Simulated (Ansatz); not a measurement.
# CoCl2O2 (C2/m) in Ansatz: reference runs

Aim: a first look at CoCl2O2 with PBE, on the cell as given and on a disturbed one.

Program: Ansatz 0.2.0. These are calculated values, not measurements. Logs are shortened: lines on timing, memory, paths and dates and some standing lists are left out, and cuts for length are marked.

### Step 1. Starting point

It takes space group C2/m (No. 12, monoclinic). Conventional cell: a = 7.162 Å, b = 7.854 Å, c = 3.483 Å, α = 90.00°, β = 96.93°, γ = 90.00°. Co (site symmetry 2/m) has 2 O at 1.63 Å as nearest neighbours. Cl (site symmetry m) is surrounded by 2 Co at 2.38 to 2.45 Å. O (site symmetry 2) is surrounded by 1 Co at 1.63 Å.

The cell comes from a database or a generator and needn't be the stable form of this composition.

### Step 2. Single point, PBE, collinear spin, ferromagnetic start

File input.yaml:

```yaml
crystal:
  lattice:
    - [3.580871, -3.926953, 0.0]
    - [3.580871, 3.926953, 0.0]
    - [-0.420397, 0.0, 3.457614]
  atoms:
    - { symbol: Co, position: [0.0, 0.0, 0.0], spin: 2.0 }
    - { symbol: Cl, position: [0.765523, 0.765523, 0.427941] }
    - { symbol: Cl, position: [0.234477, 0.234477, 0.572059] }
    - { symbol: O, position: [0.791837, 0.208163, 0.0] }
    - { symbol: O, position: [0.208163, 0.791837, 0.0] }
hamiltonian:
  xc: pbe
  pseudopotentials: { kind: paw }
magnetization:
  spin_polarized: true
kpoints:
  mp_grid: { grid: [5, 5, 8] }
scf:
  occupations: { method: fermi_dirac, width: 0.05 }
output:
  forces: true
  stress: true
  eigenvalues: true
```

Potentials or basis: Ansatz PAW.

Run with:

```bash
$ ansatz run input.yaml --threads 2 --pin off --max-ram 5120MiB --backend cpu --events-out ev --progress --plain --runs-dir out
```

Standard output:

```text
Warning: RAYON_NUM_THREADS=2 ignored (pool sized by the plan → 2); use --threads N
Engine: ansatz 0.2.0, aarch64-unknown-linux-gnu
Pseudopotentials: kind: paw
Pseudopotential: Co, paw, valence charge 17, recommended cutoff 420 eV (normal), Co.paw.azcp
Pseudopotential: Cl, paw, valence charge 7, recommended cutoff 420 eV (normal), Cl.paw.azcp
Pseudopotential: O, paw, valence charge 6, recommended cutoff 420 eV (normal), O.paw.azcp
Functional definition: PBE
  parameter kappa = 0.804
  parameter beta = 0.06672455060314922
  exchange = pbe_x(kappa = kappa, mu = beta*pi^2/3)
  correlation = pbe_c(beta = beta)
Crystal: 5 atoms, lattice volume = 97.241 Å³
Basis set: ecut = 420 eV, 1883 PW (Γ), exchange–correlation on 72×72×48 points (8 copies of the dense FFT grid, shifted against one another)
Bands: 28, of which v1, the nominal top of the filled ones, is band 22 counted from 1 (21 counted from 0)
Symmetry: 4 space group operations
Space group: C2/m (ITA 12), of the structure as read, at distance tolerance 4.6e-5 Å
Magnetic group: BNS 12.58 (UNI 65), of the structure as read, at distance tolerance 4.6e-5 Å
k-points: 63 of 200
Non-local potential: Co, projectors of the file, l = 0: 3, l = 1: 2, l = 2: 3, l = 3: 1
Non-local potential: Cl, projectors of the file, l = 0: 2, l = 1: 2, l = 2: 2
Non-local potential: O, projectors of the file, l = 0: 2, l = 1: 2, l = 2: 1
PAW form: soft (Blöchl's): semilocal exchange-correlation on the pseudo side does not see the compensation charge
PAW one-centre angular grid: Co, 590 points (default); XC on 64 Gauss nodes
PAW one-centre angular grid: Cl, 110 points (default); XC on 64 Gauss nodes
PAW one-centre angular grid: O, 110 points (default); XC on 64 Gauss nodes
Initial density: superposition of atomic densities (chi_scale 0.1, normalization cell, long waves kept (reshape's long-wave potential 0.25 eV rms))
Starting moments: Σ|m| = 2 μB on 1 of 5 sites
Initial wavefunctions: pseudopotential atomic-orbital guess
Functional: x = pbe(κ = 0.804, μ = 0.2195149727645171), c = pbe(β = 0.06672455060314922)
SCF iter   1: F=—  HF=-8414.543604 eV  |F-HF|=—  |Δ(HF+E_count)|=         —  Δρ=1.22e-1 (↑3.26e-2 ↓1.22e-1)  dr2=1.93e1  dr2_m=3.03e0  M=0.812 μB ∫|m|=0.932 μB  β_m=0.30  ethr=3.10e-3  ⟨swp⟩=6.4  Hψ=17122  notcnv=0
Mixer restart at iter 1: flushing history
preconditioner: auto → Kerker (q_TF=auto, 2.381 Å⁻¹)  [metal: Δε(μ)=0.006 eV  Ē_g=10.479 eV  σ=0.050 eV  W_gap=0.03  n_scr=20 (ndim 8)  ℏωp=22.3 eV  f_vac=0.122  D(μ)=4.14/eV (n_scr^D=38)]
spin=Collinear: Kerker preconditioning applied to the charge; magnetization (m = ρ↑ − ρ↓) channel mixes plain (no charge-response kernel on spin).
SCF iter   2: F=—  HF=-8415.875801 eV  |F-HF|=—  |Δ(HF+E_count)|=    1.33e0  Δρ=3.99e-2 (↑3.81e-2 ↓3.99e-2)  dr2=2.88e0  dr2_m=8.50e-1  M=0.998 μB ∫|m|=1.102 μB  β_m=0.35  ethr=3.10e-3  ⟨swp⟩=3.1  Hψ=8635  notcnv=0
SCF iter   3: F=—  HF=-8415.405614 eV  |F-HF|=—  |Δ(HF+E_count)|=   4.70e-1  Δρ=3.05e-2 (↑2.28e-2 ↓3.05e-2)  dr2=2.09e0  dr2_m=3.78e-1  M=0.998 μB ∫|m|=1.120 μB  β_m=0.45  ethr=3.10e-3  ⟨swp⟩=3.4  Hψ=6803  notcnv=0  defer=1
SCF iter   4: F=—  HF=-8415.170856 eV  |F-HF|=—  |Δ(HF+E_count)|=   2.35e-1  Δρ=1.37e-2 (↑1.37e-2 ↓6.91e-3)  dr2=5.00e-1  dr2_m=2.35e-2  M=0.999 μB ∫|m|=1.118 μB  β_m=0.45  ethr=3.10e-3  ⟨swp⟩=3.5  Hψ=6947  notcnv=0
SCF iter   5: F=—  HF=-8415.079495 eV  |F-HF|=—  |Δ(HF+E_count)|=   9.14e-2  Δρ=9.90e-3 (↑7.10e-3 ↓9.90e-3)  dr2=2.09e-1  dr2_m=3.29e-3  M=1.000 μB ∫|m|=1.111 μB  β_m=0.72  ethr=1.16e-3  ⟨swp⟩=2.7  Hψ=5255  notcnv=0
SCF iter   6: F=—  HF=-8415.125202 eV  |F-HF|=—  |Δ(HF+E_count)|=   4.57e-2  Δρ=4.10e-3 (↑3.43e-3 ↓4.10e-3)  dr2=2.39e-2  dr2_m=8.57e-3  M=1.000 μB ∫|m|=1.111 μB  β_m=0.71  ethr=4.87e-4  ⟨swp⟩=2.3  Hψ=7250  notcnv=0
SCF iter   7: F=—  HF=-8415.128083 eV  |F-HF|=—  |Δ(HF+E_count)|=   2.88e-3  Δρ=3.10e-3 (↑3.10e-3 ↓1.64e-3)  dr2=2.16e-2  dr2_m=6.22e-4  M=1.000 μB ∫|m|=1.115 μB  β_m=0.86  ethr=5.56e-5  ⟨swp⟩=2.3  Hψ=6289  notcnv=0
SCF iter   8: F=—  HF=-8415.130679 eV  |F-HF|=—  |Δ(HF+E_count)|=   2.60e-3  Δρ=1.16e-3 (↑1.16e-3 ↓5.53e-4)  dr2=3.03e-3  dr2_m=1.12e-4  M=1.000 μB ∫|m|=1.120 μB  β_m=0.85  ethr=5.02e-5  ⟨swp⟩=2.0  Hψ=4507  notcnv=0
SCF iter   9: F=—  HF=-8415.131013 eV  |F-HF|=—  |Δ(HF+E_count)|=   3.35e-4  Δρ=3.83e-4 (↑3.83e-4 ↓2.67e-4)  dr2=4.09e-4  dr2_m=1.42e-5  M=1.000 μB ∫|m|=1.123 μB  β_m=0.92  ethr=7.05e-6  ⟨swp⟩=2.2  Hψ=6028  notcnv=0
SCF iter  10: F=—  HF=-8415.131080 eV  |F-HF|=—  |Δ(HF+E_count)|=   6.67e-5  Δρ=1.89e-4 (↑1.52e-4 ↓1.89e-4)  dr2=1.24e-4  dr2_m=4.91e-7  M=1.000 μB ∫|m|=1.123 μB  β_m=0.96  ethr=9.50e-7  ⟨swp⟩=2.2  Hψ=4846  notcnv=0
SCF iter  11: F=—  HF=-8415.131095 eV  |F-HF|=—  |Δ(HF+E_count)|=   1.53e-5  Δρ=5.09e-5 (↑5.09e-5 ↓3.82e-5)  dr2=8.86e-6  dr2_m=5.43e-7  M=1.000 μB ∫|m|=1.123 μB  β_m=0.98  ethr=2.88e-7  ⟨swp⟩=1.8  Hψ=4081  notcnv=0
SCF iter  12: F=—  HF=-8415.130972 eV  |F-HF|=—  |Δ(HF+E_count)|=   1.24e-4  Δρ=2.31e-5 (↑2.31e-5 ↓1.30e-5)  dr2=1.34e-6  dr2_m=9.35e-8  M=1.000 μB ∫|m|=1.123 μB  β_m=0.99  ethr=2.06e-8  ⟨swp⟩=2.0  Hψ=5210  notcnv=0
SCF iter  13: F=—  HF=-8415.130972 eV  |F-HF|=—  |Δ(HF+E_count)|=   5.23e-7  Δρ=2.26e-5 (↑2.26e-5 ↓1.02e-5)  dr2=1.05e-6  dr2_m=8.88e-8  M=1.000 μB ∫|m|=1.123 μB  β_m=0.85  ethr=3.12e-9  ⟨swp⟩=2.1  Hψ=5635  notcnv=0
SCF iter  14: F=—  HF=-8415.130972 eV  |F-HF|=—  |Δ(HF+E_count)|=   7.56e-8  Δρ=7.45e-6 (↑7.45e-6 ↓4.83e-6)  dr2=1.42e-7  dr2_m=9.08e-9  M=1.000 μB ∫|m|=1.123 μB  β_m=0.92  ethr=2.43e-9  ⟨swp⟩=1.0  Hψ=3528  notcnv=0
SCF iter  15: F=-8415.130972 eV  HF=-8415.130972 eV  |F-HF|=2.07e-8  |Δ(HF+E_count)|=  5.82e-10  Δρ=3.06e-6 (↑2.56e-6 ↓3.06e-6)  dr2=2.36e-8  dr2_m=1.10e-10  M=1.000 μB ∫|m|=1.123 μB  ethr=2.33e-10  ⟨swp⟩=3.3  Hψ=11600  notcnv=0
SCF 1 converged in 15 iterations: F = -8415.130972 eV  dr2 = 2.36e-8
SCF converged after 15 iterations
Magnetization: 0.9997 μB (21.9999 up, 21.0001 down)
Absolute magnetization: 1.1247 μB (∫|ρ↑−ρ↓|, with the PAW one-centre terms)
Spin contamination: 0.0557 ħ² per cell (⟨S²⟩ above its minimum at these occupations)
Per-site moments (μB) at R_I (Å): [(0.7404383800413377, 0.6743932118046749), (0.057245268986298746, 0.9801443803269088), (0.05724526898629865, 0.9801443803269088), (0.005570704087313768, 0.6743932118046749), (0.005570704087313774, 0.6743932118046749)]
Free energy (F): -8415.130972 eV
Harris-Foulkes:  -8415.130972 eV  (|F-HF|=2.07e-8)
Internal energy: -8415.090037 eV  (E = F + TS)
E sigma→0 (E₀):  -8415.110505 eV
Entropy (-TS):   -0.040935 eV (-8.187 meV/atom)
Fermi energy:    2.042847 eV
--- Per-component energies (eV) ---
  E_band       = -661.908695
  E_kinetic    = 1108.177100
  E_local      = -6916.046626  (includes V_loc(G=0)·N_el)
  E_nonlocal   = 597.417707
  E_hartree    = 2854.693379
  E_xc         = -514.018249
  E_vxc        = -628.199538  (∫ρ·V_xc dr)
  E_paw        = -3137.159559  (= ΣΔE_a)
  E_vpaw       = -532.636477  (= ΣTr[D̂ρ^β])
  E_aug_tail   = 0.004874  (compensation charges beyond the density's cutoff)
  E_ewald      = -2408.158663
  E_smearing   = -0.040935  (= −TS)
  E_closure    = 0.000000  (closes the sum)
  Σ components = -8415.130972   (vs F -8415.130972, Δ=0.00e0)
--- Forces (eV/Å), atoms counted from 1 ---
  atom   1  Co     0.00000000     0.00000000     0.00000000
  atom   2  Cl     0.26150214     0.00000000     0.10761175
  atom   3  Cl    -0.26150214     0.00000000    -0.10761175
  atom   4  O      0.00000000    -0.57134606     0.00000000
  atom   5  O      0.00000000     0.57134606     0.00000000
  max |Σ_I F_I| component: 0.00e0 eV/Å
--- Stress (GPa, compression-positive) ---
       -0.896732       0.000000      -0.280537
        0.000000      -2.373704       0.000000
       -0.280537       0.000000      -0.899554
  P = ⅓ Tr σ = -1.3900 GPa (-13.900 kbar)
--- Band table (eV; the first three rows and the last of 126) ---
  k-point 0 ↑: bands = ["-95.0637", "-59.1111", "-57.8569", "-57.8332", "-15.8884", "-14.9207", "-12.1950", "-11.8799", "-3.3115", "-3.0400", "-2.4202", "-2.3311", "-1.8021", "-0.6057", "-0.5335", "-0.4531", "0.0771", "0.5728", "1.3238", "1.3849", "1.4134", "2.2112", "2.2438", "2.3902", "4.0052", "9.4400", "10.7590", "11.1749"]
  k-point 1 ↑: bands = ["-95.0637", "-59.1110", "-57.8572", "-57.8333", "-15.8669", "-14.9104", "-12.1657", "-11.8544", "-3.3185", "-2.9901", "-2.5085", "-2.2279", "-1.8302", "-0.8575", "-0.5272", "-0.4896", "0.1291", "0.5703", "1.2205", "1.3757", "1.3800", "2.0142", "2.1684", "2.3324", "4.0008", "9.7640", "11.4247", "11.4439"]
  k-point 2 ↑: bands = ["-95.0637", "-59.1110", "-57.8579", "-57.8334", "-15.8145", "-14.8856", "-12.0923", "-11.7918", "-3.3529", "-2.8734", "-2.6939", "-1.9978", "-1.8189", "-1.4591", "-0.6707", "-0.3489", "0.1075", "0.5720", "0.9750", "1.1853", "1.3397", "1.8724", "2.0657", "2.1940", "3.8109", "10.5188", "11.8255", "12.0592"]
  k-point 62 ↓: bands = ["-94.0267", "-58.2838", "-56.7642", "-56.7213", "-15.6748", "-14.8696", "-11.8304", "-11.6639", "-3.0329", "-2.7505", "-2.3463", "-2.0893", "-1.8910", "-1.7774", "-0.5717", "-0.0054", "0.7043", "0.8525", "1.0754", "1.1007", "1.2775", "2.5647", "2.6585", "2.9981", "4.1790", "11.0623", "11.2614", "11.2875"]
```

Run time: 14 s. Hardware: 2 threads of Arm Neoverse V2, shared host; peak memory 0.59 GiB.

Results:

| Item | Value |
| --- | --- |
| Free energy | -8415.1310 eV |
| Pressure | -1.4 GPa |
| Largest force | 0.571 eV/Å |
| Band gap on the k mesh | none (metal or under the smearing width) |
| Net moment | 1.00 μB per cell |
| Absolute moment | 1.12 μB per cell |
| Site moments | Co +0.74; Cl +0.06; O +0.01 μB |

Forces on the atoms (eV/Å):
```
Co   0.000  0.000  0.000
Cl   0.262  0.000  0.108
Cl  -0.262  0.000 -0.108
O    0.000 -0.571  0.000
O    0.000  0.571  0.000
```

Caveat: a cell with one magnetic atom can't hold antiferromagnetic order, which such compounds often take; semilocal functionals often make such compounds metallic where correlation or magnetic order opens a gap, which also shifts bond lengths. With open d or f shells a metallic result of PBE can be an artefact of self-interaction; +U or a hybrid may open a gap.

### Step 3. Single point, PBE, collinear spin, ferromagnetic start (atoms moved at random, drawn with an rms of 0.05 Å)

File input.yaml:

```yaml
crystal:
  lattice:
    - [3.580871, -3.926953, 0.0]
    - [3.580871, 3.926953, 0.0]
    - [-0.420397, 0.0, 3.457614]
  atoms:
    - { symbol: Co, position: [0.01373, 0.00621, 0.000315], spin: 2.0 }
    - { symbol: Cl, position: [0.771061, 0.757295, 0.425011] }
    - { symbol: Cl, position: [0.230909, 0.224761, 0.579334] }
    - { symbol: O, position: [0.79526, 0.19834, 0.005573] }
    - { symbol: O, position: [0.202775, 0.784011, 0.006085] }
hamiltonian:
  xc: pbe
  pseudopotentials: { kind: paw }
magnetization:
  spin_polarized: true
kpoints:
  mp_grid: { grid: [5, 5, 8] }
scf:
  occupations: { method: fermi_dirac, width: 0.05 }
output:
  forces: true
  stress: true
  eigenvalues: true
  write_density: true
  write_potential: true
  elf: true
  volumetric_format: npy
```

Potentials or basis: Ansatz PAW.

Run with:

```bash
$ ansatz run input.yaml --threads 2 --pin off --max-ram 5120MiB --backend cpu --events-out ev --progress --plain --runs-dir out
```

Run time: 78 s. Hardware: 2 threads of Arm Neoverse V2, shared host; peak memory 0.71 GiB.

The run converged. Its results:

| Property | Result |
| --- | --- |
| Free energy | -8415.1828 eV |
| Pressure | 1.9 GPa |
| Largest force | 1.001 eV/Å |
| Band gap on the k mesh | none (metal or under the smearing width) |
| Net moment | 1.00 μB per cell |
| Absolute moment | 2.70 μB per cell |
| Site moments | Co +0.72; Cl +0.06, +0.10; O +0.58, -0.60 μB |

Forces in eV/Å, atoms in the order of the input:
```
Co  -0.563  0.616  0.147
Cl   0.268  0.036  0.040
Cl   0.321 -0.082 -0.236
O   -0.033  0.429  0.009
O    0.007 -1.000  0.039
```

Stress tensor (GPa, compression positive):
```
 0.70 -0.02 -0.55
-0.02  4.53 -0.03
-0.55 -0.03  0.44
```

Levels at points of the mesh, in eV from the Fermi level:
Spin up:
```
            k point  band 18  band 19  band 20  band 21  band 22  band 23  band 24  band 25  band 26  band 27
 (0.00, 0.00, 0.00)    -1.55    -1.03    -0.94    -0.89     0.14     0.27     0.37     1.91     7.21     8.52
(0.00, 0.00, -0.50)    -1.79    -1.63    -1.54    -0.93    -0.11    -0.09     0.06     1.29     9.41    10.17
```
Spin down:
```tsv
k point	band 19	band 20	band 21	band 22	band 23	band 24
(0.00, 0.00, 0.00)	-0.99	-0.83	-0.80	0.62	0.69	1.02
(0.00, 0.00, -0.50)	-1.50	-1.39	-0.82	0.35	0.44	0.85
```

Caveat: a cell with one magnetic atom can't hold antiferromagnetic order, which such compounds often take; semilocal functionals often make such compounds metallic where correlation or magnetic order opens a gap, which also shifts bond lengths.
